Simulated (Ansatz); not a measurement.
BH₄SbTe, SMILES [BH2][SbH][TeH], a ladder of basis sets

Computed with Ansatz's Python interface.

The script reads `bh4sbte.xyz`:
```text
7

B    -1.30570    0.50200   -0.69870
Sb   -0.35390   -0.19130    1.14390
Te    1.57520   -1.48910   -0.36510
H    -1.85400   -0.20170   -1.41330
H    -1.22610    1.66650   -1.05880
H     0.60760    1.29860    1.27270
H     2.61810   -1.65310    1.07360
```

The cells in order, each with its output:

In [1]:
```python
import ansatz as az

bh4sbte = az.Crystal.molecule_from_extxyz("bh4sbte.xyz")
```

In [2]:
```python
calc = bh4sbte.calculation().functional("B3LYP", dispersion="d3bj")
```

In [3]:
```python
energies = {}
for basis in ["def2-SVP", "def2-SVPD", "def2-TZVP", "def2-TZVPP"]:
    rep = calc.basis(gaussian=basis).run().report
    size = rep["n_frozen"] + rep["n_occupied"][0] + rep["n_virtual"][0]
    energies[basis] = (rep["reference_energy_ev"] / 27.211386246, rep["free_energy_ev"] / 27.211386246)
    print(f"{basis:14s} {size:4d} orbitals  reference {energies[basis][0]:14.6f} Ha  total {energies[basis][1]:14.6f} Ha")

last = energies["def2-TZVPP"][1]
for basis, (_, total) in energies.items():
    print(f"{basis:14s} lies {27.211386 * (total - last):9.4f} eV above def2-TZVPP")
```
```text
def2-SVP         86 orbitals  reference    -535.640025 Ha  total    -535.653679 Ha
def2-SVPD       119 orbitals  reference    -535.644441 Ha  total    -535.658095 Ha
def2-TZVP       155 orbitals  reference    -535.692730 Ha  total    -535.706385 Ha
def2-TZVPP      187 orbitals  reference    -535.693761 Ha  total    -535.707416 Ha
def2-SVP       lies    1.4622 eV above def2-TZVPP
def2-SVPD      lies    1.3421 eV above def2-TZVPP
def2-TZVP      lies    0.0281 eV above def2-TZVPP
def2-TZVPP     lies    0.0000 eV above def2-TZVPP
```

Against def2-SVP: def2-SVPD -4.4 mHa, def2-TZVP -52.7 mHa and def2-TZVPP -53.7 mHa. The last step alone is -1.03 mHa (these two sets differ little on atoms other than hydrogen). From the first set to the last the time grows from 4.1 to 8.0 s.

What to keep in mind:
- The drop along the ladder measures the basis error, and is no property of the molecule.
- The geometry is a force-field or estimated start, not a minimum of this method, and the last set is no limit. Much of the fall in a total is atomic energy, which cancels in bond and reaction energies.
- def2 sets replace the cores of elements past krypton by effective core potentials.
- Total less reference energy is the dispersion correction.
- b3lyp holds the VWN-RPA fit, as in Gaussian; the form of ORCA and Turbomole is b3lyp5.
- Hardware and time: 25 s on 1 thread of Arm Neoverse V1, with other jobs on the host, peak memory 0.37 GiB.
